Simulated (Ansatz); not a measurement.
# C₄H₈GeO₄: a ladder of functionals and wavefunction methods

An exercise on one series of results from a longer session: the logs are not shown, and one member is left open.

The runs use Ansatz 0.2.0, Gaussian basis; functionals in def2-TZVPP, the program's frozen cores in correlated methods.

The runs, in order: LDA (SPW92), PBE-D4, revPBE-D4, BLYP-D4, r2SCAN-D4, B97M-V, PBE0-D4, B3LYP-D4, r2SCANh-D4, r2SCAN0-D4, HSE06-D4, BHLYP-D4, CAM-B3LYP-D4, LC-ωPBE, ωB97X-V, ωB97M-V, B2PLYP, PBE-QIDH; CCSD(T)/def2-SVP; CCSD(T)/def2-TZVPP; MP2/def2-QZVPP; extrapolation to the limit; RPA on PBE.

## The geometry

An earlier PBE0-D4 in a triple-zeta def2 set relaxation fixed the geometry.

SMILES `CC(=O)[O][GeH2][O]C(C)=O`, 17 atoms, charge 0, spin multiplicity 1.

Atoms are counted from 1 here; the program's logs count them from 0.

Bond lengths: C1–C2 1.496 Å, C1–H10 1.087 Å, C1–H11 1.092 Å, C1–H12 1.091 Å, C2–O3 1.206 Å, C2–O4 1.335 Å, O4–Ge5 1.810 Å, Ge5–O6 1.810 Å, Ge5–H13 1.525 Å, Ge5–H14 1.525 Å, O6–C7 1.335 Å, C7–C8 1.496 Å, C7–O9 1.206 Å, C8–H15 1.092 Å, C8–H16 1.087 Å, C8–H17 1.091 Å. Angles: C2–C1–H10 110.0°, C2–C1–H11 109.2°, C2–C1–H12 109.8°, H10–C1–H11 110.2°, H10–C1–H12 110.3°, H11–C1–H12 107.2°, C1–C2–O3 125.2°, C1–C2–O4 112.6°, O3–C2–O4 122.2°, C2–O4–Ge5 115.2°, O4–Ge5–O6 112.6°, O4–Ge5–H13 110.4°, O4–Ge5–H14 103.5°, O6–Ge5–H13 103.5°, O6–Ge5–H14 110.4°, H13–Ge5–H14 116.7°, Ge5–O6–C7 115.2°, O6–C7–C8 112.6° and more.

As a file:

```
C     0.22792   -0.62852   -3.09998
C     0.48469    0.16810   -1.86026
O     0.03093    1.26166   -1.63039
O     1.28162   -0.46711   -0.99843
Ge    1.63872    0.43401    0.53002
O     0.14263    0.84464    1.46211
C    -0.60473   -0.19927    1.82689
C    -1.82450    0.20649    2.59170
O    -0.30499   -1.33357    1.54736
H    -0.40699   -0.06491   -3.77872
H    -0.25183   -1.57110   -2.82912
H     1.17488   -0.87559   -3.58328
H     2.24655    1.79617    0.21485
H     2.50816   -0.53718    1.32065
H    -2.43796    0.86156    1.97001
H    -2.39069   -0.67461    2.88247
H    -1.53360    0.77882    3.47442
```

The first run:

in.yaml

```yaml
crystal:
  periodic: [false, false, false]
  atoms:
    - {symbol: C, position_ang: [0.227922, -0.628515, -3.099979]}
    - {symbol: C, position_ang: [0.484688, 0.168098, -1.860260]}
    - {symbol: O, position_ang: [0.030927, 1.261660, -1.630386]}
    - {symbol: O, position_ang: [1.281617, -0.467109, -0.998430]}
    - {symbol: Ge, position_ang: [1.638720, 0.434015, 0.530020]}
    - {symbol: O, position_ang: [0.142629, 0.844641, 1.462110]}
    - {symbol: C, position_ang: [-0.604731, -0.199266, 1.826887]}
    - {symbol: C, position_ang: [-1.824499, 0.206487, 2.591703]}
    - {symbol: O, position_ang: [-0.304993, -1.333566, 1.547356]}
    - {symbol: H, position_ang: [-0.406994, -0.064914, -3.778717]}
    - {symbol: H, position_ang: [-0.251825, -1.571097, -2.829122]}
    - {symbol: H, position_ang: [1.174876, -0.875593, -3.583278]}
    - {symbol: H, position_ang: [2.246547, 1.796169, 0.214847]}
    - {symbol: H, position_ang: [2.508164, -0.537182, 1.320651]}
    - {symbol: H, position_ang: [-2.437956, 0.861563, 1.970012]}
    - {symbol: H, position_ang: [-2.390692, -0.674607, 2.882470]}
    - {symbol: H, position_ang: [-1.533600, 0.778816, 3.474419]}
basis:
  gaussian: {orbitals: def2-TZVPP}
hamiltonian: {xc: lda}
output: {orbitals: {seedname: orbitals}}
```

Run with:

```sh
> ansatz run in.yaml --threads 4 --pin off --events-out ev --progress --plain --max-ram 66560MiB --backend cuda --devices 0, --max-vram 37GiB
```

Steps of the session up to this table: LDA; PBE-D4 (GGA); revPBE-D4 (GGA); BLYP-D4 (GGA); r2SCAN-D4 (meta-GGA); B97M-V (meta-GGA); B3LYP-D4 (hybrid); r2SCANh-D4 (hybrid); r2SCAN0-D4 (hybrid); HSE06-D4 (hybrid); BHLYP-D4 (hybrid); CAM-B3LYP-D4 (range-separated); LC-ωPBE (range-separated); ωB97X-V (range-separated); ωB97M-V (range-separated); B2PLYP (double hybrid); PBE-QIDH (double hybrid).

One of the session's tables, all rows but one given; the rest of the session is left out.

It belongs to the step «Orbital energies across the functionals». 

| functional | HOMO (eV) | gap (eV) |
| --- | --- | --- |
| LDA (SPW92) | -6.57 | 5.20 |
| PBE-D4 | -6.37 | 5.28 |
| revPBE-D4 | -6.29 | 5.31 |
| BLYP-D4 | -6.28 | 5.29 |
| r2SCAN-D4 | -6.71 | 5.91 |
| B97M-V | -6.86 | 6.11 |
| PBE0-D4 | -8.04 | 8.02 |
| B3LYP-D4 | -7.78 | 7.48 |
| r2SCANh-D4 | -7.34 | 6.93 |
| r2SCAN0-D4 | -8.29 | 8.46 |
| HSE06-D4 | ? | ? |
| BHLYP-D4 | -9.68 | 10.70 |
| CAM-B3LYP-D4 | -9.53 | 10.59 |
| LC-ωPBE | -10.85 | 13.16 |
| ωB97X-V | -10.52 | 12.70 |
| ωB97M-V | -10.48 | 12.43 |

**Question.** Estimate the row for HSE06-D4.

As computed: HOMO (eV): -7.63; gap (eV): 7.23. In the column «HOMO (eV)» it lies between B3LYP-D4 (-7.78) and r2SCANh-D4 (-7.34).
